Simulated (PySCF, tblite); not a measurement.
**C₄H₆FNSi: geometry, infrared bands and NMR shifts**

Wanted: the infrared bands and NMR shifts of C₄H₆FNSi (`N#CC/C(F)=C\[SiH3]`), by calculation.

The runs use tblite 0.8.0 and PySCF 2.14.0, with density-fitted response routines of our own; the level of theory stands in each step. All values are computed, except where a source is named. Atoms count from 0, in the outputs and in this text.

**1. The molecule as given**

13 atoms, charge 0, multiplicity 1; geometry from: force field or distance geometry start.

Bonds of the start (Å): N0–C1 1.16, C1–C2 1.46, C2–C3 1.52, C3–F4 1.37, C3–C5 1.33, C5–Si6 1.85, C2–H7 1.12, C2–H8 1.10, C5–H9 1.08, Si6–H10 1.47, Si6–H11 1.48, Si6–H12 1.48.

**2. Relaxing the molecule with GFN2-xTB**

Job settings and geometry (Å):

```
{"job": {"kind": "relax", "xc": "GFN2-xTB", "basis": "xTB"}, "charge": 0, "multiplicity": 1}
N     -2.028800    -1.404800     2.333500
C     -1.642500    -1.049900     1.295900
C     -1.102800    -0.608700     0.015200
C     -0.767100     0.871400     0.008000
F     -1.759300     1.776000     0.286600
C      0.485900     1.249900    -0.235900
Si     1.779500    -0.019600    -0.582800
H     -1.940700    -0.759000    -0.710600
H     -0.248300    -1.234200    -0.284500
H      0.696000     2.310200    -0.216800
H      1.634300    -0.615700    -1.914900
H      1.773000    -1.120200     0.405500
H      3.116400     0.605200    -0.416900
```

Command:

```sh
OMP_NUM_THREADS=1 python probes_run.py task.json out
```

This one command runs all jobs of the session in turn.

**Question.** This job is followed by: GFN2-xTB harmonic vibrations, gas phase; GIAO PBE0/pcSseg-1 NMR shielding, non-relativistic, gas phase. Predict these results of the whole session: strongest single infrared mode (GFN2-xTB); zero-point energy (GFN2-xTB); 13C shifts against TMS (PBE0/pcSseg-1); 1H shifts against TMS (PBE0/pcSseg-1, means over atoms taken as alike); 15N shifts against NH3 (PBE0/pcSseg-1); 19F shifts against CFCl3 (PBE0/pcSseg-1); 29Si shifts against TMS (PBE0/pcSseg-1).

The runs gave:

| quantity | value |
| --- | --- |
| strongest single infrared mode (GFN2-xTB) | 795 cm⁻¹, 441 km/mol |
| zero-point energy (GFN2-xTB) | 52.4 kcal/mol |
| 13C shifts against TMS (PBE0/pcSseg-1) | 172.9, 118.9, 100.7, 22.3 ppm |
| 1H shifts against TMS (PBE0/pcSseg-1, means over atoms taken as alike) | 5.49, 4.29, 3.19 ppm |
| 15N shifts against NH3 (PBE0/pcSseg-1) | 303.8 ppm |
| 19F shifts against CFCl3 (PBE0/pcSseg-1) | -41.3 ppm |
| 29Si shifts against TMS (PBE0/pcSseg-1) | -85.3 ppm |

Relaxing lowered the energy by 0.339 eV in 85 steps; the close pair that moved most is C5–Si6, from 1.845 to 1.882 Å. All 33 modes are real, so the xTB geometry is a minimum. The strongest single mode, at 795 cm⁻¹, is carried by H12, H10, H11, Si6. Unscaled tight-binding wavenumbers are off by several per cent, some by more. Its intensities can rank the bands wrongly. H9 (hydrogen on an alkene CH) lies farthest downfield among hydrogen, at 5.49 ppm; attached to an sp2 carbon and in the plane of the double bond. At PBE0/pcSseg-1: The widest tensor belongs to N0: span 507 ppm, with a paramagnetic part of -376 ppm.
